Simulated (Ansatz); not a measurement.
**Ca (Calcium): how the settings move a relaxation**

Question: which choices in the input matter for Ca (Calcium)?

Computed with Ansatz 0.2.0 (reference: DFT, r2SCAN, PAW with Ansatz's default frozen-core files, scalar-relativistic; relaxation of cell and atoms, unless a step's input says otherwise).

### Step 1. Starting point

Symmetry: Fm-3m, No. 225, cubic system. Conventional cell: a = 5.588 Å, b = 5.588 Å, c = 5.588 Å, α = 90.00°, β = 90.00°, γ = 90.00°. Ca (site symmetry m-3m) has 12 Ca at 3.95 Å as nearest neighbours.

As a file:

```
CELL_PARAMETERS angstrom
0.00000 2.79420 2.79420
2.79420 0.00000 2.79420
2.79420 2.79420 0.00000
ATOMIC_POSITIONS crystal
Ca 0.00000 0.00000 0.00000
```

### Step 2. Reference

Input file input.yaml:

```yaml
crystal:
  lattice:
    - [0.0, 2.7942, 2.7942]
    - [2.7942, 0.0, 2.7942]
    - [2.7942, 2.7942, 0.0]
  atoms:
    - { symbol: Ca, position: [0.0, 0.0, 0.0] }
kpoints:
  mp_grid: { grid: [12, 12, 12] }
scf:
  occupations: { method: fermi_dirac, width: 0.05 }
hamiltonian:
  xc: r2scan
  pseudopotentials: { kind: paw }
relax:
  f_tol: 0.002
  max_steps: 80
  cell: {}
output:
  forces: true
  stress: true
  write_density: true
  write_potential: true
  elf: true
  volumetric_format: npy
```

Started as:

```console
ansatz run input.yaml --threads 1 --pin off --max-ram 3072MiB --backend cpu --events-out ev --progress --plain --runs-dir out
```

### Step 3. Changing settings: occupations.method methfessel_paxton, occupations.width 0.001, n_extra_bands 8, f_tol 0.05, max_displacement 0.3

Input file input.yaml:

```yaml
crystal:
  lattice:
    - [0.0, 2.7942, 2.7942]
    - [2.7942, 0.0, 2.7942]
    - [2.7942, 2.7942, 0.0]
  atoms:
    - { symbol: Ca, position: [0.0, 0.0, 0.0] }
kpoints:
  mp_grid: { grid: [12, 12, 12] }
scf:
  occupations: { method: methfessel_paxton, width: 0.001 }
  n_extra_bands: 8
hamiltonian:
  xc: r2scan
  pseudopotentials: { kind: paw }
relax:
  f_tol: 0.05
  max_steps: 80
  cell: {}
  max_displacement: 0.3
output:
  forces: true
  stress: true
```

What does the calculation give? Wanted: for each run, ending; energy change; pressure; gap; force.

The runs gave:

| run | ending | energy change | pressure (GPa) | gap (eV) | force (eV/Å) | cycles | time |
| --- | --- | --- | --- | --- | --- | --- | --- |
| reference | converged | 0 | 0.0 | 0.00 | 0.00 | 17 | 6.3 s |
| 1: occupations.method methfessel_paxton, occupations.width 0.001, n_extra_bands 8, f_tol 0.05, max_displacement 0.3 | converged | -0.1 meV/atom (σ→0) | 0.0 | 0.00 | 0.00 | 17 | 6.3 s |

Times don't compare one to one where runs were asked for different outputs or read a saved state (see the inputs); cycles may leave out searches for a lower state.

What this shows: Changing the smearing, band count, convergence setting and walk settings leaves the energy as it was (-0.1 meV/atom).
